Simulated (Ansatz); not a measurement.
# CoO (Fm-3m) in Ansatz: further runs

One crystal, CoO, is run at these levels: PBEsol, RPBE, revPBE; tasks: relaxation of cell and atoms.

Everything below comes from runs of Ansatz 0.2.0. Logs are shortened: lines on timing, memory, paths and dates and some standing lists are left out, and cuts for length are marked.

**1. The crystal as given**

It takes space group Fm-3m (No. 225, cubic). Conventional cell: a = 4.263 Å, b = 4.263 Å, c = 4.263 Å, α = 90.00°, β = 90.00°, γ = 90.00°. Co (site symmetry m-3m) has 6 O at 2.13 Å as nearest neighbours. O (site symmetry m-3m) is surrounded by 6 Co at 2.13 Å.

**2. Relaxation of cell and atoms, PBEsol, collinear spin, ferromagnetic start**

input.yaml reads:

```yaml
crystal:
  lattice:
    - [0.0, 2.13150166, 2.13150166]
    - [2.13150166, 0.0, 2.13150166]
    - [2.13150166, 2.13150166, 0.0]
  atoms:
    - { symbol: Co, position: [0.0, 0.0, 0.0], spin: 2.0 }
    - { symbol: O, position: [0.5, 0.5, 0.5] }
hamiltonian:
  xc: pbesol
  pseudopotentials: { kind: paw }
magnetization:
  spin_polarized: true
kpoints:
  mp_grid: { grid: [11, 11, 11] }
scf:
  occupations: { method: fermi_dirac, width: 0.05 }
output:
  forces: true
  stress: true
  eigenvalues: true
  write_density: true
  write_potential: true
  elf: true
  volumetric_format: npy
relax:
  f_tol: 0.01
  max_steps: 40
  cell: { stress_tol: 0.05 }
```

Potentials or basis: Ansatz PAW.

The run is started by

```sh
ansatz run input.yaml --threads 2 --pin off --max-ram 5632MiB --backend cpu --events-out ev --progress --plain --runs-dir out
```

The log of the run:

```text
Warning: RAYON_NUM_THREADS=2 ignored (pool sized by the plan → 2); use --threads N
Engine: ansatz 0.2.0, aarch64-unknown-linux-gnu
Pseudopotentials: kind: paw
Pseudopotential: Co, paw, valence charge 17, recommended cutoff 420 eV (normal), Co.paw.azcp
Pseudopotential: O, paw, valence charge 6, recommended cutoff 420 eV (normal), O.paw.azcp
Functional definition: PBEsol
  exchange = pbesol_x
  correlation = pbesol_c
Crystal: 2 atoms, lattice volume = 19.368 Å³
Basis set: ecut = 420 eV, 339 PW (Γ), exchange–correlation on 48×48×48 points (8 copies of the dense FFT grid, shifted against one another)
Bands: 17, of which v1, the nominal top of the filled ones, is band 12 counted from 1 (11 counted from 0)
Symmetry: 48 space group operations
Space group: Fm-3m (ITA 225), of the structure as read, at distance tolerance 2.7e-5 Å
Magnetic group: BNS 225.116 (UNI 1618), of the structure as read, at distance tolerance 2.7e-5 Å
k-points: 56 of 1331
Non-local potential: Co, projectors of the file, l = 0: 3, l = 1: 2, l = 2: 3, l = 3: 1
Non-local potential: O, projectors of the file, l = 0: 2, l = 1: 2, l = 2: 1
PAW form: soft (Blöchl's): semilocal exchange-correlation on the pseudo side does not see the compensation charge
PAW frozen core: Co, regenerated for the run's functional, and the local potential with it (the file was generated under x = pbe(κ = 0.804, μ = 0.2195149727645171), c = pbe(β = 0.06672455060314922))
PAW frozen core: O, regenerated for the run's functional, and the local potential with it (the file was generated under x = pbe(κ = 0.804, μ = 0.2195149727645171), c = pbe(β = 0.06672455060314922))
PAW one-centre angular grid: Co, 590 points (default); XC on 64 Gauss nodes
PAW one-centre angular grid: O, 110 points (default); XC on 64 Gauss nodes
Initial density: superposition of atomic densities (chi_scale 0.1, normalization cell, long waves kept (reshape's long-wave potential 0.00 eV rms))
Starting moments: Σ|m| = 2 μB on 1 of 2 sites
Initial wavefunctions: pseudopotential atomic-orbital guess
Functional: x = pbesol(κ = 0.804, μ = 0.12345679012345678), c = pbesol(β = 0.046)
SCF iter   1: F=—  HF=-5651.382236 eV  |F-HF|=—  |Δ(HF+E_count)|=         —  Δρ=1.16e-1 (↑1.16e-1 ↓9.97e-2)  dr2=6.32e0  dr2_m=1.61e-1  M=2.127 μB ∫|m|=2.127 μB  β_m=0.30  ethr=3.10e-3  ⟨swp⟩=5.7  Hψ=8287  notcnv=0
Mixer restart at iter 1: flushing history
preconditioner: auto → none  [metal: Δε(μ)=0.009 eV  Ē_g=12.962 eV  σ=0.050 eV  W_gap=0.05  n_scr=8 (ndim 8)  ℏωp=32.7 eV  f_vac=0.000  D(μ)=4.98/eV (n_scr^D=112)  sad-step TF]
SCF iter   2: F=—  HF=-5651.820676 eV  |F-HF|=—  |Δ(HF+E_count)|=   4.38e-1  Δρ=5.28e-2 (↑5.28e-2 ↓4.58e-2)  dr2=8.38e-1  dr2_m=1.86e-1  M=2.268 μB ∫|m|=2.268 μB  β_m=0.38  ethr=3.10e-3  ⟨swp⟩=3.2  Hψ=4765  notcnv=0  defer=26
SCF iter   3: F=—  HF=-5652.108692 eV  |F-HF|=—  |Δ(HF+E_count)|=   2.88e-1  Δρ=3.47e-2 (↑2.74e-2 ↓3.47e-2)  dr2=7.81e-2  dr2_m=1.25e-1  M=2.381 μB ∫|m|=2.383 μB  β_m=0.69  ethr=3.10e-3  ⟨swp⟩=2.0  Hψ=3290  notcnv=0  defer=27
SCF iter   4: F=—  HF=-5652.273151 eV  |F-HF|=—  |Δ(HF+E_count)|=         —  Δρ=5.38e-2 (↑3.45e-2 ↓5.38e-2)  dr2=8.79e-2  dr2_m=3.32e-1  M=2.920 μB ∫|m|=2.930 μB  β_m=0.69  ethr=3.39e-4  ⟨swp⟩=2.9  Hψ=4380  notcnv=0  defer=31
Mixer restart at iter 4: flushing history
SCF iter   5: F=—  HF=-5652.292490 eV  |F-HF|=—  |Δ(HF+E_count)|=   1.93e-2  Δρ=2.54e-2 (↑2.54e-2 ↓1.32e-2)  dr2=1.36e-1  dr2_m=1.81e-2  M=2.865 μB ∫|m|=2.876 μB  β_m=0.69  ethr=3.39e-4  ⟨swp⟩=3.0  Hψ=4529  notcnv=0  defer=34
SCF iter   6: F=—  HF=-5652.308583 eV  |F-HF|=—  |Δ(HF+E_count)|=   1.61e-2  Δρ=3.75e-2 (↑1.27e-2 ↓3.75e-2)  dr2=2.57e-1  dr2_m=4.38e-2  M=2.985 μB ∫|m|=3.000 μB  β_m=0.54  ethr=3.39e-4  ⟨swp⟩=3.0  Hψ=4815  notcnv=0  defer=43
SCF iter   7: F=—  HF=-5652.256716 eV  |F-HF|=—  |Δ(HF+E_count)|=   5.19e-2  Δρ=2.65e-3 (↑2.65e-3 ↓2.43e-3)  dr2=4.88e-5  dr2_m=1.13e-3  M=2.955 μB ∫|m|=2.971 μB  β_m=0.77  ethr=3.39e-4  ⟨swp⟩=3.6  Hψ=4759  notcnv=0  defer=42
SCF iter   8: F=—  HF=-5652.256747 eV  |F-HF|=—  |Δ(HF+E_count)|=   3.11e-5  Δρ=1.33e-3 (↑1.23e-3 ↓1.33e-3)  dr2=1.21e-4  dr2_m=2.52e-4  M=2.958 μB ∫|m|=2.974 μB  β_m=0.66  ethr=2.12e-7  ⟨swp⟩=2.0  Hψ=3171  notcnv=0  defer=42
SCF iter   9: F=—  HF=-5652.256719 eV  |F-HF|=—  |Δ(HF+E_count)|=   2.79e-5  Δρ=5.35e-4 (↑2.77e-4 ↓5.35e-4)  dr2=1.14e-5  dr2_m=2.76e-5  M=2.958 μB ∫|m|=2.975 μB  β_m=0.67  ethr=2.12e-7  ⟨swp⟩=2.0  Hψ=2723  notcnv=0  defer=42
SCF iter  10: F=—  HF=-5652.256720 eV  |F-HF|=—  |Δ(HF+E_count)|=   1.01e-6  Δρ=3.25e-5 (↑3.25e-5 ↓2.16e-5)  dr2=2.99e-8  dr2_m=1.26e-7  M=2.958 μB ∫|m|=2.975 μB  β_m=0.84  ethr=4.97e-8  ⟨swp⟩=2.0  Hψ=2439  notcnv=0  defer=42
SCF iter  11: F=—  HF=-5652.256720 eV  |F-HF|=—  |Δ(HF+E_count)|=   1.26e-7  Δρ=1.59e-5 (↑1.26e-5 ↓1.59e-5)  dr2=6.98e-9  dr2_m=3.46e-8  M=2.958 μB ∫|m|=2.975 μB  β_m=0.92  ethr=1.30e-10  ⟨swp⟩=2.0  Hψ=3259  notcnv=0  defer=42
SCF iter  12: F=-5652.256720 eV  HF=-5652.256720 eV  |F-HF|=2.80e-9  |Δ(HF+E_count)|=   2.09e-9  Δρ=5.80e-6 (↑2.50e-6 ↓5.80e-6)  dr2=3.47e-9  dr2_m=2.56e-9  M=2.958 μB ∫|m|=2.975 μB  ethr=3.04e-11  ⟨swp⟩=6.2  Hψ=9771  notcnv=0
SCF 1 converged in 12 iterations: F = -5652.256720 eV  dr2 = 3.47e-9
[... 61 lines left out ...]
SCF iter   3: F=—  HF=-5652.299920 eV  |F-HF|=—  |Δ(HF+E_count)|=   3.40e-6  Δρ=1.34e-4 (↑1.01e-4 ↓1.34e-4)  dr2=5.50e-7  dr2_m=2.15e-6  M=2.805 μB ∫|m|=2.819 μB  β_m=0.63  ethr=5.86e-9  ⟨swp⟩=2.0  Hψ=3249  notcnv=0
SCF iter   4: F=—  HF=-5652.299930 eV  |F-HF|=—  |Δ(HF+E_count)|=   1.02e-5  Δρ=1.33e-4 (↑7.42e-5 ↓1.33e-4)  dr2=6.75e-7  dr2_m=1.75e-6  M=2.805 μB ∫|m|=2.819 μB  β_m=0.20  ethr=2.39e-9  ⟨swp⟩=2.1  Hψ=2776  notcnv=0
SCF iter   5: F=—  HF=-5652.299930 eV  |F-HF|=—  |Δ(HF+E_count)|=   3.01e-7  Δρ=6.10e-5 (↑6.10e-5 ↓5.26e-5)  dr2=6.91e-8  dr2_m=4.73e-7  M=2.804 μB ∫|m|=2.818 μB  β_m=0.59  ethr=2.39e-9  ⟨swp⟩=2.3  Hψ=3063  notcnv=0
SCF iter   6: F=—  HF=-5652.299932 eV  |F-HF|=—  |Δ(HF+E_count)|=   2.17e-6  Δρ=7.41e-6 (↑6.53e-6 ↓7.41e-6)  dr2=2.06e-8  dr2_m=1.49e-9  M=2.803 μB ∫|m|=2.817 μB  β_m=0.63  ethr=3.00e-10  ⟨swp⟩=2.5  Hψ=3437  notcnv=0
SCF iter   7: F=-5652.299932 eV  HF=-5652.299932 eV  |F-HF|=5.56e-9  |Δ(HF+E_count)|=   9.24e-8  Δρ=7.85e-6 (↑3.39e-6 ↓7.85e-6)  dr2=6.87e-9  dr2_m=4.33e-9  M=2.804 μB ∫|m|=2.818 μB  ethr=8.95e-11  ⟨swp⟩=4.9  Hψ=9829  notcnv=0
SCF 6 converged in 7 iterations: F = -5652.299932 eV  dr2 = 6.87e-9
relax step   6: F+E_penalty+E_count = -5652.29993240 eV  Δ(F+E_penalty+E_count) = -2.291e-4 eV  max|allowed force component| = 2.367e-30 eV/Å  Δτ_max = 0.0000 Å  P = +0.001 GPa  Ω = 18.151 Å³  energy of the carried Pulay correction = +1.851e-4 eV  (7 SCF iters, dr2 threshold 2.00e-7 eV, accepted)
iter 1 solved again at ethr=6.56e-9 eV; its pass at ethr=3.10e-3 eV (dr2=1.51e-6 eV) is discarded
SCF iter   1: F=—  HF=-5652.299856 eV  |F-HF|=—  |Δ(HF+E_count)|=         —  Δρ=5.64e-6 (↑5.64e-6 ↓4.85e-6)  dr2=4.97e-9  dr2_m=3.68e-10  M=2.803 μB ∫|m|=2.818 μB  β_m=0.65  ethr=6.56e-9  ⟨swp⟩=3.2  Hψ=14081  notcnv=0
preconditioner: auto → none  [metal: Δε(μ)=0.010 eV  Ē_g=14.159 eV  σ=0.050 eV  W_gap=0.05  n_scr=0 (ndim 8)  ℏωp=33.8 eV  f_vac=0.000  D(μ)=3.76/eV (n_scr^D=64)]
SCF iter   2: F=—  HF=-5652.299856 eV  |F-HF|=—  |Δ(HF+E_count)|=   3.87e-9  Δρ=4.36e-6 (↑3.37e-6 ↓4.36e-6)  dr2=6.45e-9  dr2_m=5.76e-10  M=2.803 μB ∫|m|=2.818 μB  β_m=0.39  ethr=2.16e-11  ⟨swp⟩=2.0  Hψ=2777  notcnv=0
SCF iter   3: F=—  HF=-5652.299856 eV  |F-HF|=—  |Δ(HF+E_count)|=   2.59e-9  Δρ=2.15e-6 (↑2.15e-6 ↓1.98e-6)  dr2=5.65e-10  dr2_m=2.91e-10  M=2.803 μB ∫|m|=2.818 μB  β_m=0.69  ethr=2.16e-11  ⟨swp⟩=2.0  Hψ=2649  notcnv=0
SCF iter   4: F=—  HF=-5652.299856 eV  |F-HF|=—  |Δ(HF+E_count)|=   3.31e-9  Δρ=2.29e-6 (↑5.04e-7 ↓2.29e-6)  dr2=7.11e-10  dr2_m=1.99e-10  M=2.803 μB ∫|m|=2.818 μB  β_m=0.69  ethr=2.45e-12  ⟨swp⟩=2.0  Hψ=3002  notcnv=0
SCF iter   5: F=—  HF=-5652.299856 eV  |F-HF|=—  |Δ(HF+E_count)|=  1.44e-10  Δρ=1.36e-6 (↑1.36e-6 ↓4.09e-7)  dr2=9.70e-11  dr2_m=1.19e-10  M=2.803 μB ∫|m|=2.818 μB  β_m=0.76  ethr=2.45e-12  ⟨swp⟩=2.0  Hψ=3246  notcnv=0
SCF iter   6: F=—  HF=-5652.299856 eV  |F-HF|=—  |Δ(HF+E_count)|=  4.18e-11  Δρ=4.93e-8 (↑4.50e-8 ↓4.93e-8)  dr2=4.73e-13  dr2_m=1.00e-13  M=2.803 μB ∫|m|=2.818 μB  β_m=0.77  ethr=1.00e-12  ⟨swp⟩=2.3  Hψ=2839  notcnv=0
SCF iter   7: F=-5652.299856 eV  HF=-5652.299856 eV  |F-HF|=9.09e-13  |Δ(HF+E_count)|=  9.09e-13  Δρ=1.81e-7 (↑6.14e-8 ↓1.81e-7)  dr2=3.45e-12  dr2_m=2.06e-12  M=2.803 μB ∫|m|=2.818 μB  ethr=1.00e-12  ⟨swp⟩=3.0  Hψ=6470  notcnv=0
SCF 7 converged in 7 iterations: F = -5652.299856 eV  dr2 = 3.45e-12
relax step   7: F+E_penalty+E_count = -5652.29985569 eV  Δ(F+E_penalty+E_count) = +7.671e-5 eV  max|allowed force component| = 1.302e-29 eV/Å  Δτ_max = 0.0000 Å  P = -0.010 GPa  Ω = 18.151 Å³  stress off target by 9.86e-3 GPa  SCF on the basis re-selected at this cell (its energy is not comparable with the rows above)  (7 SCF iters)
basis re-selected at this cell: Δ(F+E_penalty+E_count) = +7.671e-5 eV, ΔP = -0.011 GPa vs the last step (what re-selecting the basis moved, of the pressure what is left beyond the Pulay correction that the steps carried, after the strain that the cell walked since its last selection, with what the two solves' SCF thresholds leave and, on support functions, any second-order correction that the steps lacked; it is no measure of the basis error at this ecutwfc). This SCF's stress stands 9.86e-3 GPa from its target on what of the cell is left free (relax.cell.stress_tol is 5.00e-2 GPa) and its largest allowed force component is 1.30e-29 eV/Å (relax.f_tol is 1.00e-2 eV/Å): within both
SCF converged after 7 iterations
Magnetization: 2.8035 μB (12.9017 up, 10.0983 down)
Absolute magnetization: 2.8176 μB (∫|ρ↑−ρ↓|, with the PAW one-centre terms)
Spin contamination: 0.0094 ħ² per cell (⟨S²⟩ above its minimum at these occupations)
Per-site moments (μB) at R_I (Å): [(2.3766546828483204, 0.8604271079689215), (0.3050235464304679, 0.8604271079689215)]
Free energy (F): -5652.299856 eV
Harris-Foulkes:  -5652.299856 eV  (|F-HF|=9.09e-13)
Internal energy: -5652.268260 eV  (E = F + TS)
E sigma→0 (E₀):  -5652.284058 eV
Entropy (-TS):   -0.031595 eV (-15.798 meV/atom)
Fermi energy:    15.089165 eV
--- Per-component energies (eV) ---
  E_band       = -281.063471
  E_kinetic    = 619.296939
  E_local      = -3338.074398  (includes V_loc(G=0)·N_el)
  E_nonlocal   = 516.079304
  E_hartree    = 1371.138348
  E_xc         = -226.980169
  E_vxc        = -293.264797  (∫ρ·V_xc dr)
  E_paw        = -1638.643004  (= ΣΔE_a)
  E_vpaw       = -527.379828  (= ΣTr[D̂ρ^β])
  E_aug_tail   = 0.002519  (compensation charges beyond the density's cutoff)
  E_ewald      = -2955.311508
  E_core_change = 0.223707  (= ΣΔE_core)
  E_smearing   = -0.031595  (= −TS)
  E_closure    = -0.000000  (closes the sum)
  Σ components = -5652.299856   (vs F -5652.299856, Δ=0.00e0)
--- Forces (eV/Å), atoms counted from 1 ---
  atom   1  Co     0.00000000    -0.00000000     0.00000000
  atom   2  O     -0.00000000    -0.00000000    -0.00000000
  max |Σ_I F_I| component: 2.51e-29 eV/Å
--- Stress (GPa, compression-positive) ---
       -0.009858      -0.000000      -0.000000
       -0.000000      -0.009858      -0.000000
       -0.000000       0.000000      -0.009858
  P = ⅓ Tr σ = -0.0099 GPa (-0.099 kbar)
--- Band table (eV; the first three rows and the last of 112) ---
  k-point 0 ↑: bands = ["-81.4697", "-44.8712", "-44.8712", "-44.8712", "-5.8077", "11.5221", "11.5221", "11.5221", "11.7848", "11.7848", "11.8752", "11.8752", "11.8752", "16.1873", "31.7056", "33.3697", "33.3697"]
  k-point 1 ↑: bands = ["-81.4692", "-44.8753", "-44.8717", "-44.8717", "-5.7097", "10.6587", "10.7357", "10.7357", "11.9283", "11.9283", "12.1991", "12.6220", "12.6220", "16.7642", "30.2308", "33.1027", "33.1027"]
  k-point 2 ↑: bands = ["-81.4682", "-44.8862", "-44.8732", "-44.8732", "-5.4356", "9.2961", "9.9317", "9.9317", "12.1039", "12.1039", "12.4565", "13.5346", "13.5346", "17.9684", "28.1093", "32.0297", "32.0297"]
  k-point 55 ↓: bands = ["-78.5555", "-42.0658", "-42.0630", "-42.0471", "-3.6807", "8.6935", "8.7591", "9.6212", "14.4684", "14.7688", "15.2553", "15.9078", "16.6404", "24.3550", "25.5152", "25.6158", "29.1013"]
--- Relaxed structure (5 steps of the walk, 5 accepted, 2 SCFs on fresh bases) ---
  F+E_penalty+E_count = -5652.29985569 eV   max|allowed force component| = 1.302e-29 eV/Å   (the final SCF, on the basis selected at the relaxed cell)
  cell:  # Å, volume = 18.1510 Å³
    - [-1.383513563225231e-33, 2.0858838981064767, 2.0858838981064767]
    - [2.085883898106477, -1.3693806003286327e-33, 2.0858838981064767]
    - [2.085883898106477, 2.0858838981064767, -6.765300601489106e-34]
  atoms:
    - { symbol: Co, position: [-2.823610785299456e-36, 4.588367526164389e-36, 7.647279210281544e-36] }
    - { symbol: O, position: [0.5000000000000002, 0.5, 0.4999999999999999] }
```

It took 15 s on 2 threads of Arm Neoverse V1, shared host; peak memory 0.29 GiB.

Results:

```yaml
Free_energy: -5652.2999 eV
Relaxed_volume: 9.08 Å³/atom
Relaxed_cell: a = 2.950 Å, b = 2.950 Å, c = 2.950 Å, α = 60.00°, β = 60.00°, γ = 60.00°
Space_group_after_relaxing_to_0.05_Å: Fm-3m (No. 225)
Energy_gained_by_relaxing: 21.6 meV/atom
Ionic_steps: 7
Pressure_after_relaxing: 0.0 GPa
Band_gap_on_the_k_mesh: none (metal or under the smearing width)
Net_moment: 2.80 μB per cell
Absolute_moment: 2.82 μB per cell
Site_moments: Co +2.38; O +0.31 μB
```

Step by step:
```tsv
step	energy change (eV)	largest force (eV/Å)	volume (Å³)
1	0.0000	0.0000	19.37
2	-0.0345	0.0000	18.75
3	-0.0475	0.0000	18.14
4	-0.0474	0.0000	18.19
5	-0.0430	0.0000	18.19
6	-0.0432	0.0000	18.15
7	-0.0431	0.0000	18.15
```

Final structure:
```
Co O
1.0
     0.00000    2.08588    2.08588
     2.08588    0.00000    2.08588
     2.08588    2.08588    0.00000
Co O
1 1
Direct
  0.00000 0.00000 0.00000
  0.50000 0.50000 0.50000
```

Caveat: the plane-wave basis is chosen anew once the cell has moved, so the energies of steps on either side of that aren't comparable; the pressure holds a Pulay correction of +0.8 GPa for the finite cutoff; a cell with one magnetic atom can't hold antiferromagnetic order, which such compounds often take; semilocal functionals often make such compounds metallic where correlation or magnetic order opens a gap, which also shifts bond lengths; the PAW data sets come from PBE, with cores solved anew for the run's functional, which leaves a small shift of forces and pressure. With open d or f shells a metallic result of PBEsol can be an artefact of self-interaction; +U or a hybrid may open a gap.

(Continued in part 2 of 2.)
